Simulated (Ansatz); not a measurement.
**SnH4 (SMILES [SnH4]): levels of theory compared**

Wanted: a comparison of 6 runs (UHF/STO-3G, UB3LYP/STO-3G, UMP2/STO-3G, CCSD(T)/STO-3G, UCCSD(T)/STO-3G, FCI/STO-3G) of SnH4. 

The calculation is run with Ansatz 0.2.0.

## 1. The system as given

SnH4 has 5 atoms, charge 0, and is taken as a singlet. As SMILES, `[SnH4]`. The H4–Sn1 distance was set to 2.130 Å, away from the relaxed value.

Bond lengths: Sn1–H2 1.704 Å, Sn1–H3 1.704 Å, Sn1–H5 1.704 Å. Angles: H2–Sn1–H3 109.5°, H2–Sn1–H5 109.5°, H3–Sn1–H5 109.5°.

## 2. The energy at UHF/STO-3G (run 1)

File in.yaml:

```yaml
crystal:
  periodic: [false, false, false]
  atoms:
    - {symbol: Sn, position_ang: [0.029243, 0.243691, 0.348209]}
    - {symbol: H, position_ang: [0.853133, -0.609799, 1.571109]}
    - {symbol: H, position_ang: [-1.534397, 0.647101, 0.891309]}
    - {symbol: H, position_ang: [-0.116810, -0.974610, -1.392490]}
    - {symbol: H, position_ang: [0.885683, 1.668321, -0.025471]}
basis:
  gaussian:
    orbitals: STO-3G
total_charge: 0
magnetization:
  spin_polarized: true
  initial_magnetization: 0
hamiltonian:
  xc: hf
accuracy: high
```

The run is started by

```
ansatz run in.yaml --threads 1 --pin off --max-ram 3480MiB --events-out events.jsonl --progress --plain --runs-dir runs
```

The program printed:

```text
Warning: RAYON_NUM_THREADS=1 ignored (pool sized by the plan → 1); use --threads N
Functional definition: HF
  name "HF"
  exchange = exact_x
  correlation = 0
543 factors; integrals over basis functions are off by at most 4.9e-9 eV
mean field evaluation 1: about -162330.7959 eV, gradient 4.4e0 eV
mean field evaluation 2: about -162330.7563 eV, gradient 4.3e0 eV
mean field evaluation 4: about -162331.0057 eV, gradient 9.7e-2 eV
mean field evaluation 8: about -162331.0054 eV, gradient 3.0e-5 eV
mean field evaluation 16: about -162330.7962 eV, gradient 1.5e0 eV
mean field evaluation 32: about -162331.0517 eV, gradient 8.8e-3 eV
mean field -162331.00540794 eV, -5965.5544168342 hartree, gradient 1.1e-8 eV, S^2 0.000000; 1 other end points of the search recorded, 0 dependent functions left out
reference -162331.00540794 eV, -5965.5544168342 hartree; 27, 27 occupied and 4, 4 virtual orbitals, 543 factors
Total energy: -162331.00540794 eV, -5965.5544168342 hartree
```

Run time: 0.5 s. Hardware: 1 thread of Arm Neoverse V2, shared host.

## 3. A single-point energy at UB3LYP/STO-3G (run 2)

File run.yaml:

```yaml
crystal:
  periodic: [false, false, false]
  atoms:
    - {symbol: Sn, position_ang: [0.029243, 0.243691, 0.348209]}
    - {symbol: H, position_ang: [0.853133, -0.609799, 1.571109]}
    - {symbol: H, position_ang: [-1.534397, 0.647101, 0.891309]}
    - {symbol: H, position_ang: [-0.116810, -0.974610, -1.392490]}
    - {symbol: H, position_ang: [0.885683, 1.668321, -0.025471]}
basis:
  gaussian:
    orbitals: STO-3G
magnetization:
  spin_polarized: true
  initial_magnetization: 0
hamiltonian:
  xc: {name: B3LYP}
accuracy: high
```

The run is started by

```
ansatz run run.yaml --threads 1 --pin off --max-ram 3480MiB --events-out events.jsonl --progress --plain --runs-dir runs
```

The program printed:

```text
Warning: RAYON_NUM_THREADS=1 ignored (pool sized by the plan → 1); use --threads N
Functional definition: B3LYP
  name "B3LYP"
  parameter a0 = 0.2
  parameter ax = 0.72
  parameter ac = 0.81
  exchange = (1 - a0 - ax)*slater_x + ax*b88_x + a0*exact_x
  correlation = (1 - ac)*vwn_rpa_c + ac*lyp_c
543 factors; integrals over basis functions are off by at most 4.9e-9 eV
mean field evaluation 1: about -162388.2488 eV, gradient 7.2e0 eV
mean field evaluation 2: about -162388.4363 eV, gradient 5.6e0 eV
mean field evaluation 4: about -162388.7973 eV, gradient 5.7e-2 eV
mean field evaluation 8: about -162388.6917 eV, gradient 6.2e-4 eV
mean field -162388.69171051 eV, -5967.6743493526 hartree, gradient 2.3e-8 eV, S^2 0.000000; 0 other end points of the search recorded, 0 dependent functions left out
reference -162388.69173672 eV, -5967.6743503159 hartree; 27, 27 occupied and 4, 4 virtual orbitals, 543 factors
Total energy: -162388.69173672 eV, -5967.6743503159 hartree
```

Run time: 2.1 s. Hardware: 1 thread of Arm Neoverse V2, shared host; peak memory 0.15 GiB.

Run 3 isn't shown in full; the table further down has it.

## 4. The energy at CCSD(T)/STO-3G (run 4)

File input.yaml:

```yaml
crystal:
  periodic: [false, false, false]
  atoms:
    - {symbol: Sn, position_ang: [0.029243, 0.243691, 0.348209]}
    - {symbol: H, position_ang: [0.853133, -0.609799, 1.571109]}
    - {symbol: H, position_ang: [-1.534397, 0.647101, 0.891309]}
    - {symbol: H, position_ang: [-0.116810, -0.974610, -1.392490]}
    - {symbol: H, position_ang: [0.885683, 1.668321, -0.025471]}
basis:
  gaussian:
    orbitals: STO-3G
correlation:
  method: ccsd_t
  frozen_orbitals: {H: 0, Sn: 18}
accuracy: high
scf:
  omitted_lower_state_checks: [cluster_reference, increment]
```

The run is started by

```
ansatz run input.yaml --threads 1 --pin off --max-ram 3480MiB --events-out events.jsonl --progress --plain --runs-dir runs
```

The program printed:

```text
Warning: RAYON_NUM_THREADS=1 ignored (pool sized by the plan → 1); use --threads N
[... 11 lines left out ...]
18 core orbitals not correlated: weight in the atoms' cores, before any rotation towards them, 1.000 or more for the frozen orbitals, at most 0.000 for the correlated occupied ones
[... 23 lines left out ...]
Total energy: -162333.18930960 eV, -5965.6346737401 hartree
Checks for a lower state left out: cluster_reference, increment
```

Wall time 0.44 s (1 thread of Arm Neoverse V2, shared host).

Run 5 isn't shown in full; the table further down has it.

## 5. A single-point energy at FCI/STO-3G (run 6)

File molecule.yaml:

```yaml
crystal:
  periodic: [false, false, false]
  atoms:
    - {symbol: Sn, position_ang: [0.029243, 0.243691, 0.348209]}
    - {symbol: H, position_ang: [0.853133, -0.609799, 1.571109]}
    - {symbol: H, position_ang: [-1.534397, 0.647101, 0.891309]}
    - {symbol: H, position_ang: [-0.116810, -0.974610, -1.392490]}
    - {symbol: H, position_ang: [0.885683, 1.668321, -0.025471]}
basis:
  gaussian: {orbitals: STO-3G}
accuracy: high
correlation: {method: fci, frozen_orbitals: {H: 0, Sn: 18}}
```

The run is started by

```
ansatz run molecule.yaml --threads 1 --pin off --max-ram 3480MiB --events-out events.jsonl --progress --plain --runs-dir runs
```

The program printed:

```text
Warning: RAYON_NUM_THREADS=1 ignored (pool sized by the plan → 1); use --threads N
[... 4 set-up lines as earlier in the session ...]
543 factors; integrals over basis functions are off by at most 4.9e-9 eV
mean field evaluation 1: about -162330.7959 eV, gradient 6.2e0 eV
mean field evaluation 2: about -162330.7563 eV, gradient 6.1e0 eV
mean field evaluation 4: about -162331.0057 eV, gradient 1.4e-1 eV
mean field evaluation 8: about -162331.0054 eV, gradient 4.3e-5 eV
mean field -162331.00540794 eV, -5965.5544168343 hartree, gradient 1.6e-8 eV, S^2 0.000000; 0 other end points of the search recorded, 0 dependent functions left out
18 core orbitals not correlated: weight in the atoms' cores, before any rotation towards them, 1.000 or more for the frozen orbitals, at most 0.000 for the correlated occupied ones
reference -162331.00540794 eV, -5965.5544168343 hartree; 9, 9 occupied and 4, 4 virtual orbitals, 543 factors
state -162333.19796701 eV, -5965.6349918941 hartree
Total energy: -162333.19796701 eV, -5965.6349918941 hartree
```

Wall time 1.4 s (1 thread of Arm Neoverse V2, shared host); peak memory 0.11 GiB.

## 6. The series

| run | level | frozen core orbitals | energy (Eh) | wall time |
| --- | --- | --- | --- | --- |
| 1 | UHF/STO-3G | – | -5965.554417 | 0.5 s |
| 2 | UB3LYP/STO-3G | – | -5967.674350 | 2.1 s |
| 3 | UMP2/STO-3G | 18 | -5965.604172 | 0.48 s |
| 4 | CCSD(T)/STO-3G | 18 | -5965.634674 | 0.44 s |
| 5 | UCCSD(T)/STO-3G | 18 | -5965.634674 | 0.61 s |
| 6 | FCI/STO-3G | 18 | -5965.634992 | 1.4 s |

## 7. Results

| quantity | value |
| --- | --- |
| run 6: total energy | -5965.63499 Eh |
| run 6: correlation energy (18 core orbitals frozen) | -80.6 mEh |

Against full CI in this basis: UHF +80.6 mEh; UMP2 +30.8 mEh; CCSD(T) +0.3 mEh; UCCSD(T) +0.3 mEh. In runs 1, 2, 3, 4, 5, 6 the basis is minimal, so dipoles, gaps and forces are rough. In runs 1, 2, 3, 4, 5, 6 relativity is left out where basis or elements ask for it. All runs together took 5.5 s, the longest 2.1 s.
